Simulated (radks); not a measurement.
# Spin polarisation of the 4f shell in Nd³⁺

One table from this session's results is given with a row withheld; the runs are named, their logs left out.

Program: radks (a radial shooting solver on a logarithmic mesh, Libxc functionals) version 1. Level of theory: scalar-relativistic Kohn-Sham, BLYP, spin-polarised, spherical densities, finite nucleus. These are calculated values, not measurements, unless marked.

### Starting point

| Property | Result |
| --- | --- |
| element | neodymium (Z = 60) |
| charge | +3 |
| electrons | 57 |
| configuration | [Xe] 4f(up 1.5, down 1.5) |
| nuclear rms radius | 4.9123 fm |

A shell typed twice in an input gives spin up, then spin down.

Set-up of the first run:

The run's settings:

```text
Z 60
configuration [Xe] 4f1.5 4f1.5
relativity scalar-relativistic
functional b88,lyp
spin polarised
nucleus finite rms 4.9123 fm
c 137.035999084
```

Among the steps run: No moment.

One of the session's tables, all rows but one given; the rest of the session is left out.

It belongs to the step «No moment». Sizes of the orbitals, from the radial functions (bohr):

| level | <r> | outermost maximum (interpolated) | 90 % within | nodes |
| --- | --- | --- | --- | --- |
| 3p | 0.2645 | 0.239 | 0.396 | 1 |
| 3d | 0.2418 | 0.196 | 0.377 | 0 |
| 4s | 0.6063 | 0.565 | 0.871 | 3 |
| 4p | 0.6416 | 0.589 | 0.933 | 2 |
| 4d | 0.7033 | 0.617 | 1.06 | 1 |
| 5s | 1.435 | 1.30 | 2.06 | 4 |
| 5p | 1.648 | 1.46 | 2.39 | 3 |
| 4f | ? | ? | ? | ? |

Q: Estimate the row for 4f from the others.

**Answer.** <r>: 0.9736; outermost maximum (interpolated): 0.650; 90 % within: 1.66; nodes: 0. In the column «<r>» it lies between 4d (0.7033) and 5s (1.435).
